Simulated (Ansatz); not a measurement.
# CH6MgOSSi: the cost of one run

Program: Ansatz 0.2.0, Gaussian basis. Level of theory: unrestricted cation, the program's frozen cores in correlated methods. These are calculated values, not measurements.

Plan: UKS PBE-D4/def2-TZVPP; UKS r2SCAN-D4/def2-TZVPP; UKS PBE0-D4/def2-TZVPP; UKS B3LYP-D4/def2-TZVPP; UKS wB97X-V/def2-TZVPP; UKS wB97M-V/def2-TZVPP; UKS B2PLYP/def2-TZVPP; UHF-CCSD(T)/def2-TZVPP; UHF-MP2/def2-QZVPP; extrapolation to the limit; then −ε(HOMO) from the neutral's earlier runs with LDA (SPW92), PBE-D4, revPBE-D4, BLYP-D4, r2SCAN-D4, B97M-V, PBE0-D4, B3LYP-D4, r2SCANh-D4, r2SCAN0-D4, HSE06-D4, BHLYP-D4, CAM-B3LYP-D4, LC-ωPBE, ωB97X-V, ωB97M-V.

## Step 1: The geometry

All runs share one geometry, relaxed beforehand with PBE0-D4 in a triple-zeta def2 set.

SMILES `C[S][Mg][O][SiH3]`, 11 atoms, charge 0, spin multiplicity 1.

Atoms are counted from 1 here; the program's logs count them from 0.

Bond lengths: C1–S2 1.828 Å, C1–H6 1.090 Å, C1–H7 1.090 Å, C1–H8 1.090 Å, S2–Mg3 2.277 Å, Mg3–O4 1.789 Å, O4–Si5 1.612 Å, Si5–H9 1.493 Å, Si5–H10 1.493 Å, Si5–H11 1.493 Å. Angles: S2–C1–H6 112.0°, S2–C1–H7 106.7°, S2–C1–H8 112.0°, H6–C1–H7 108.1°, H6–C1–H8 109.7°, H7–C1–H8 108.1°, C1–S2–Mg3 103.6°, S2–Mg3–O4 179.6°, Mg3–O4–Si5 179.6°, O4–Si5–H9 111.3°, O4–Si5–H10 111.3°, O4–Si5–H11 111.4°, H9–Si5–H10 107.5°, H9–Si5–H11 107.5°, H10–Si5–H11 107.5°.

## Step 2: Cation, UKS PBE-D4/def2-TZVPP

File in.yaml:

```yaml
crystal:
  periodic: [false, false, false]
  atoms:
    - {symbol: C, position_ang: [0.419754, -0.981535, 3.021277]}
    - {symbol: S, position_ang: [1.073009, -1.917172, 1.593590]}
    - {symbol: Mg, position_ang: [0.425128, -0.675502, -0.201795]}
    - {symbol: O, position_ang: [-0.088939, 0.307673, -1.605232]}
    - {symbol: Si, position_ang: [-0.547306, 1.186928, -2.876331]}
    - {symbol: H, position_ang: [0.853466, 0.015756, 3.088737]}
    - {symbol: H, position_ang: [0.703612, -1.535781, 3.915678]}
    - {symbol: H, position_ang: [-0.667164, -0.908444, 2.998621]}
    - {symbol: H, position_ang: [-2.032421, 1.325600, -2.933962]}
    - {symbol: H, position_ang: [0.030050, 2.562373, -2.822206]}
    - {symbol: H, position_ang: [-0.103790, 0.563107, -4.157675]}
basis:
  gaussian: {orbitals: def2-TZVPP}
total_charge: 1
magnetization: {spin_polarized: true, initial_magnetization: 1}
hamiltonian: {xc: pbe, dispersion: d4}
```

On the command line:

```bash
ansatz run in.yaml --threads 2 --pin off --events-out ev --progress --plain --max-ram 32768MiB --backend cpu
```

What time and memory should one allow on 2 threads of AMD EPYC 7R13, shared host?

About 36 s, with a peak of 0.87 GiB.
